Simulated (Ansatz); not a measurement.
# r2SCAN0/def2-SVP run of C2H7Ga (SMILES [CH3][GaH][CH3])

What is the vertical ionisation energy of C2H7Ga at r2SCAN0/def2-SVP? 

The results are computed with Ansatz 0.2.0.

47 further runs of the same task are left out: 1 that didn't finish, 46 set aside as unsound or not needed.

### Step 1. Starting point

The species is C2H7Ga (10 atoms), meant as a singlet with charge 0. As SMILES, `[CH3][GaH][CH3]`. The coordinates come from a PBE0-D4/def2-TZVP relaxation.

Bond lengths: C1–Ga2 1.971 Å, Ga2–C3 1.971 Å, C1–H4 1.096 Å, C1–H5 1.091 Å, C1–H6 1.092 Å, Ga2–H7 1.579 Å, C3–H8 1.096 Å, C3–H9 1.091 Å, C3–H10 1.092 Å. Some angles: C1–Ga2–C3 120.1°, C1–Ga2–H7 120.0°, C3–Ga2–H7 119.9°, Ga2–C1–H4 109.0°, Ga2–C1–H5 112.5°, Ga2–C1–H6 111.5°, Ga2–C3–H8 109.0°, Ga2–C3–H9 112.5°, Ga2–C3–H10 111.5°, H4–C1–H5 107.5°.

### Step 2. A single-point energy at r2SCAN0/def2-SVP

job.yaml

```yaml
crystal:
  periodic: [false, false, false]
  atoms:
    - {symbol: C, position_ang: [-1.063400, 1.142800, -0.711800]}
    - {symbol: Ga, position_ang: [0.649000, 0.266100, -0.281300]}
    - {symbol: C, position_ang: [0.681500, -1.321500, 0.886900]}
    - {symbol: H, position_ang: [-1.533700, 0.614200, -1.548200]}
    - {symbol: H, position_ang: [-0.935400, 2.183800, -1.011500]}
    - {symbol: H, position_ang: [-1.759700, 1.095200, 0.128600]}
    - {symbol: H, position_ang: [1.997300, 0.836500, -0.872600]}
    - {symbol: H, position_ang: [0.687700, -0.994000, 1.932300]}
    - {symbol: H, position_ang: [1.569300, -1.935900, 0.730500]}
    - {symbol: H, position_ang: [-0.209600, -1.938300, 0.750100]}
basis:
  gaussian:
    orbitals: def2-SVP
hamiltonian:
  xc: {name: r2SCAN0}
accuracy: high
output:
  orbitals: {seedname: orbitals}
```

Command:

```
$ ansatz run job.yaml --threads 1 --pin off --max-ram 3480MiB --events-out events.jsonl --progress --plain --runs-dir runs
```

What it wrote:

```text
Warning: RAYON_NUM_THREADS=1 ignored (pool sized by the plan → 1); use --threads N
Functional definition: r2SCAN0
  name "r2SCAN0"
  parameter a = 0.25
  parameter k0 = 0.174
  parameter k1 = 0.065
  parameter a1 = 4.9479
  exchange = (1 - a)*r2scan_x(k0 = k0, k1 = k1, a1 = a1) + a*exact_x
  correlation = r2scan_c
2192 factors; integrals over basis functions are off by at most 7.9e-9 eV
mean field evaluation 1: about -54547.3730 eV, gradient 5.8e1 eV
mean field evaluation 2: about -54545.9055 eV, gradient 6.1e1 eV
mean field evaluation 4: about -54555.1452 eV, gradient 1.8e0 eV
mean field evaluation 8: about -54555.2809 eV, gradient 6.9e-2 eV
mean field evaluation 16: about -54555.2810 eV, gradient 5.8e-6 eV
mean field -54555.28095195 eV, -2004.8695960866 hartree, gradient 6.6e-8 eV, S^2 0.000000; 0 other end points of the search recorded, 0 dependent functions left out
reference -54555.28095265 eV, -2004.8695961122 hartree; 25, 25 occupied and 70, 70 virtual orbitals, 2192 factors
Total energy: -54555.28095265 eV, -2004.8695961122 hartree
```

Wall time 16 s (1 thread of Arm Neoverse V1, shared host); peak memory 0.4 GiB.

### Step 3. The doublet cation at the same level

in.yaml

```yaml
crystal:
  periodic: [false, false, false]
  atoms:
    - {symbol: C, position_ang: [-1.063400, 1.142800, -0.711800]}
    - {symbol: Ga, position_ang: [0.649000, 0.266100, -0.281300]}
    - {symbol: C, position_ang: [0.681500, -1.321500, 0.886900]}
    - {symbol: H, position_ang: [-1.533700, 0.614200, -1.548200]}
    - {symbol: H, position_ang: [-0.935400, 2.183800, -1.011500]}
    - {symbol: H, position_ang: [-1.759700, 1.095200, 0.128600]}
    - {symbol: H, position_ang: [1.997300, 0.836500, -0.872600]}
    - {symbol: H, position_ang: [0.687700, -0.994000, 1.932300]}
    - {symbol: H, position_ang: [1.569300, -1.935900, 0.730500]}
    - {symbol: H, position_ang: [-0.209600, -1.938300, 0.750100]}
basis:
  gaussian: {orbitals: def2-SVP}
output: {orbitals: {seedname: orbitals}}
magnetization: {spin_polarized: true, initial_magnetization: 1}
accuracy: high
hamiltonian: {xc: {name: r2SCAN0}}
total_charge: 1
```

Command:

```
$ ansatz run in.yaml --threads 1 --pin off --max-ram 3480MiB --events-out events.jsonl --progress --plain --runs-dir runs
```

What it wrote:

```text
Warning: RAYON_NUM_THREADS=1 ignored (pool sized by the plan → 1); use --threads N
Functional definition: r2SCAN0
  name "r2SCAN0"
  parameter a = 0.25
  parameter k0 = 0.174
  parameter k1 = 0.065
  parameter a1 = 4.9479
  exchange = (1 - a)*r2scan_x(k0 = k0, k1 = k1, a1 = a1) + a*exact_x
  correlation = r2scan_c
2190 factors; integrals over basis functions are off by at most 7.9e-9 eV
mean field evaluation 1: about -54529.5838 eV, gradient 5.5e1 eV
mean field evaluation 2: about -54518.3000 eV, gradient 6.6e1 eV
mean field evaluation 4: about -54545.0312 eV, gradient 3.2e0 eV
mean field evaluation 8: about -54545.2336 eV, gradient 2.2e-1 eV
mean field evaluation 16: about -54545.2341 eV, gradient 1.0e-3 eV
mean field evaluation 32: about -54545.4960 eV, gradient 2.3e-2 eV
mean field -54545.49603244 eV, -2004.5100069272 hartree, gradient 8.1e-8 eV, S^2 0.771478; 2 other end points of the search recorded, 0 dependent functions left out
reference -54545.49603452 eV, -2004.5100070035 hartree; 25, 24 occupied and 70, 71 virtual orbitals, 2190 factors
Total energy: -54545.49603452 eV, -2004.5100070035 hartree
```

Wall time 58 s (1 thread of Arm Neoverse V1, shared host); peak memory 0.64 GiB.

### Step 4. Results

Level: r2SCAN0/def2-SVP.

```
                                          quantity           value
                      singlet C2H7Ga: total energy  -2004.86960 Eh
                       singlet C2H7Ga: HOMO energy        -7.81 eV
                       singlet C2H7Ga: LUMO energy        -0.73 eV
                     singlet C2H7Ga: HOMO–LUMO gap         7.09 eV
                      doublet cation: total energy  -2004.51001 Eh
doublet cation: HOMO energy (highest over α and β)       -13.66 eV
 doublet cation: LUMO energy (lowest over α and β)       -11.68 eV
                              doublet cation: ⟨S²⟩           0.771
vertical ionisation energy (to the doublet cation)        9.785 eV
```

In words: The vertical ionisation energy comes to 9.78 eV (226 kcal/mol). The negative HOMO energy of the first species, 7.81 eV, lies 1.97 eV below that difference.
